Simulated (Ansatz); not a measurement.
**Ga: energy and pressure over a range of volumes**

One table from this session's results is given with a row withheld; the runs are named, their logs left out.

Method: DFT LDA, scalar-relativistic, in Ansatz 0.2.0.

## The system as given

Symmetry: Cmcm, No. 63, orthorhombic system. Conventional cell: a = 2.900 Å, b = 8.130 Å, c = 3.170 Å, α = 90.00°, β = 90.00°, γ = 90.00°. Ga (site symmetry m2m) is surrounded by 8 Ga at 2.68 to 2.90 Å.

Coordinates:

```xyz
2
Lattice="1.4500 -4.0650 0.0000 1.4500 4.0650 0.0000 0.0000 0.0000 3.1700" Properties=species:S:1:pos:R:3 pbc="T T T"
Ga    1.4500   -2.9837    0.7925
Ga    1.4500    2.9837    2.3775
```

The cell is a measured one (Crystallography Open Database entry 9012485); the temperature and pressure of the measurement aren't taken into account, and nothing was relaxed.

Atoms are numbered in the order of the input: Ga1, Ga2.

Set-up of the first run:

input.yaml reads:

```yaml
crystal:
  lattice:
    - [1.4254189801, -3.9960883822, 0.0]
    - [1.4254189801, 3.9960883822, 0.0]
    - [0.0, 0.0, 3.1162608048]
  atoms:
    - { symbol: Ga, position: [0.867, 0.133, 0.25] }
    - { symbol: Ga, position: [0.133, 0.867, 0.75] }
kpoints:
  mp_grid: { grid: [12, 12, 10] }
scf:
  occupations: { method: fermi_dirac, width: 0.08 }
hamiltonian:
  xc: lda
  pseudopotentials: { kind: all_electron, lapw: { basis_error: 0.001 } }
output:
  forces: true
  stress: true
  eigenvalues: true
```

On the command line:

```
> ansatz run input.yaml --threads 1 --pin off --max-ram 3072MiB --backend cpu --events-out ev --progress --plain --runs-dir out
```

Steps of the session up to this table: Volume × 0.95, LAPW; Volume × 0.95, PAW; Volume × 0.95, crystal datasets; Volume × 0.975, LAPW; Volume × 0.975, PAW; Volume × 1.025, LAPW; Volume × 1.025, PAW; Volume × 1.05, LAPW; Volume × 1.05, PAW; Volume × 1.05, crystal datasets.

One of the session's tables, all rows but one given; the rest of the session is left out.

```
          method  volume (Å³/atom)  pressure (GPa)  largest force (eV/Å)
            LAPW            17.751           -1.21                 0.205
            LAPW            18.218           -2.61                 0.191
            LAPW            18.685           -3.79                 0.177
            LAPW            19.152           -4.80                 0.164
            LAPW            19.619               ?                     ?
             PAW            17.751           -1.26                 0.206
             PAW            18.218           -2.66                 0.192
             PAW            18.685           -3.84                 0.178
             PAW            19.152           -4.84                 0.165
             PAW            19.619           -5.69                 0.152
crystal datasets            17.751           -1.22                 0.205
crystal datasets            18.685           -3.80                 0.177
crystal datasets            19.619           -5.66                 0.151
```

Q: Estimate the row for LAPW, 19.619 from the others.

**Answer.** pressure (GPa): -5.65; largest force (eV/Å): 0.151. In the column «pressure (GPa)» it lies between crystal datasets, 19.619 (-5.66) and PAW, 19.152 (-4.84).

Caveats from the session: Warnings in the runs' records: printed levels off, crystal datasets made.
